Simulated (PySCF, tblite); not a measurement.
**C7H14SSi: geometry, infrared bands and NMR shifts**

Aim: predict the infrared bands and NMR shifts of C7H14SSi (`C=C[SiH2]C/C(C)=C/SC`).

Programs: tblite 0.8.0 and PySCF 2.14.0, with density-fitted response routines of our own. Each step states its level of theory. These are calculated values for one molecule in the gas phase, unless marked as measured. Atoms are numbered from 0 throughout.

### Step 1. The starting structure

23 atoms, charge 0, multiplicity 1; geometry from: force field or distance geometry start.

Bonds of the start (Å): C0–C1 1.36, C1–Si2 1.83, Si2–C3 1.89, C3–C4 1.52, C4–C5 1.52, C4–C6 1.34, C6–S7 1.73, S7–C8 1.81, C0–H9 1.09, C0–H10 1.08, C1–H11 1.08, Si2–H12 1.47, Si2–H13 1.49, C3–H14 1.10, C3–H15 1.08, C5–H16 1.09, C5–H17 1.09, C5–H18 1.09, C6–H19 1.10, C8–H20 1.08, C8–H21 1.09, C8–H22 1.10.

### Step 2. Geometry optimisation with GFN2-xTB

The job: settings as JSON, then the geometry in Å.

```
{"job": {"kind": "relax", "xc": "GFN2-xTB", "basis": "xTB"}, "charge": 0, "multiplicity": 1}
C      3.188000     0.088800     1.676000
C      2.289000     0.590200     0.792400
Si     2.182200     0.153600    -0.981200
C      0.615000    -0.831400    -1.362200
C     -0.710200    -0.165800    -1.013900
C     -1.189700     0.842900    -2.044400
C     -1.373700    -0.516600     0.092100
S     -2.881100     0.157600     0.602000
C     -3.147300    -0.745500     2.146300
H      3.164100     0.413100     2.718900
H      3.935000    -0.635500     1.392600
H      1.553400     1.309400     1.131000
H      3.359500    -0.637500    -1.367700
H      2.181100     1.406700    -1.788400
H      0.696100    -1.779600    -0.806900
H      0.614600    -1.113400    -2.403200
H     -1.211600     0.387500    -3.032600
H     -0.507400     1.696000    -2.078300
H     -2.187400     1.234900    -1.839100
H     -0.932100    -1.271800     0.753400
H     -3.211400    -1.812200     1.965100
H     -2.342800    -0.534600     2.851600
H     -4.088300    -0.409000     2.606800
```

On the command line:

```console
$ OMP_NUM_THREADS=1 python probes_run.py task.json out
```

One launch serves the whole session: the jobs run in the order shown.

**Question.** This job is followed by: GFN2-xTB harmonic vibrations, gas phase; GIAO PBE0/pcSseg-1 NMR shielding, non-relativistic, gas phase. Predict these results of the whole session: strongest single infrared mode (GFN2-xTB); zero-point energy (GFN2-xTB); 13C shifts against TMS (PBE0/pcSseg-1); 1H shifts against TMS (PBE0/pcSseg-1, means over atoms taken as alike); 29Si shifts against TMS (PBE0/pcSseg-1); 33S shifts against CS2 (PBE0/pcSseg-1).

As calculated:

| quantity | value |
| --- | --- |
| strongest single infrared mode (GFN2-xTB) | 2211 cm⁻¹, 365 km/mol |
| zero-point energy (GFN2-xTB) | 114.3 kcal/mol |
| 13C shifts against TMS (PBE0/pcSseg-1) | 142.3, 141.7, 134.8, 129.2, 28.2, 21.6, 21.6 ppm |
| 1H shifts against TMS (PBE0/pcSseg-1, means over atoms taken as alike) | 6.58, 6.38, 6.19, 5.23, 4.37, 2.23, 1.91, 1.84 ppm |
| 29Si shifts against TMS (PBE0/pcSseg-1) | -46.3 ppm |
| 33S shifts against CS2 (PBE0/pcSseg-1) | -12 ppm |

Over 96 steps the energy fell by 0.200 eV; of the close pairs, C1–Si2 changed most, 1.830 to 1.881 Å. All 63 modes are real, so the xTB geometry is a minimum. The strongest single mode, at 2211 cm⁻¹, moves mainly H13. GFN2-xTB is a fitted tight-binding method: band positions and strengths are rough. Its intensities can rank the bands wrongly. The most deshielded carbon is C0 (terminal =CH2 carbon), at 142.3 ppm: as expected for a trigonal carbon in a double bond. At PBE0/pcSseg-1: Shielding is most anisotropic at S7 (span 347 ppm, paramagnetic term -543 ppm).
